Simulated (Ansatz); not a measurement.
**CrSSe: the band gap up the ladder of functionals**

One table from this session's results is given with a row withheld; the runs are named, their logs left out.

Program: Ansatz 0.2.0. PAW datasets, plane waves. All values are calculated for a non-magnetic cell, which may be hypothetical.

2 further runs of the same task are left out: 2 for a known fault of the program. Runs told in other sessions of the task aren't counted.

## The structure to begin with

The cell was relaxed beforehand with r2SCAN.

The sheet's in-plane cell has a = 3.155 Å, b = 3.155 Å (γ = 120.0°), and its outermost atoms lie 3.00 Å apart along the normal. Around Cr lie 3 S at 2.28 Å and 3 Se at 2.44 Å; around S lie 3 Cr at 2.28 Å; around Se lie 3 Cr at 2.44 Å.

The structure in full:

```
CELL_PARAMETERS angstrom
3.15467 0.00000 0.00000
-1.57734 2.73203 0.00000
0.00000 0.00000 29.80980
ATOMIC_POSITIONS crystal
Cr 0.00000 0.00000 0.30461
S 0.33333 0.66667 0.35084
Se 0.66667 0.33333 0.25029
```
Periodic in the plane only; c spans the vacuum.

Set-up of the first run:

The input, input.yaml:

```yaml
crystal:
  lattice:
    - [3.1546734031, 0.0, 0.0]
    - [-1.5773367015, 2.7320273078, 0.0]
    - [0.0, 0.0, 29.809797736]
  atoms:
    - { symbol: Cr, position: [0.0, 0.0, 0.3046117854] }
    - { symbol: S, position: [0.3333333333, 0.6666666667, 0.3508380455] }
    - { symbol: Se, position: [0.6666666667, 0.3333333333, 0.2502926447] }
  periodic: [true, true, false]
kpoints:
  mp_grid: { grid: [12, 12, 1] }
  band_path:
    path:
      - [0, 0, 0]
      - [0.5, 0, 0]
      - [0.3333333333333, 0.3333333333333, 0]
      - [0, 0, 0]
    npoints: 10
hamiltonian:
  xc: pbe
scf:
  occupations: { method: fermi_dirac, width: 0.02 }
  n_extra_bands: 4
output:
  forces: true
  stress: true
  eigenvalues: true
```

Started as:

```sh
> ansatz run input.yaml --threads 4 --pin off --max-ram 5529MiB --backend cpu --events-out ev --progress --plain --runs-dir out
```

Steps of the session up to this table: Band structure with PBE; r2SCAN at the same geometry; Single point with HSE06; Single point with PBE+SOC; Single point with LDA.

One of the session's tables, all rows but one given; the rest of the session is left out.

```
  level  gap (eV)
    PBE     -0.02
 r2SCAN     -0.02
  HSE06         ?
PBE+SOC     -0.01
    LDA     -0.01
```

**Question.** Estimate the row for HSE06.

As computed: gap (eV): 0.18. In the column «gap (eV)» it is the highest.

Meshes: PBE 12×12×1, r2SCAN 12×12×1, HSE06 6×6×1, PBE+SOC 12×12×1, LDA 12×12×1

Limits of these values: Warnings in the runs' records: xc potential rough in thin density, stress scf threshold loose, stress exchange threshold loose.
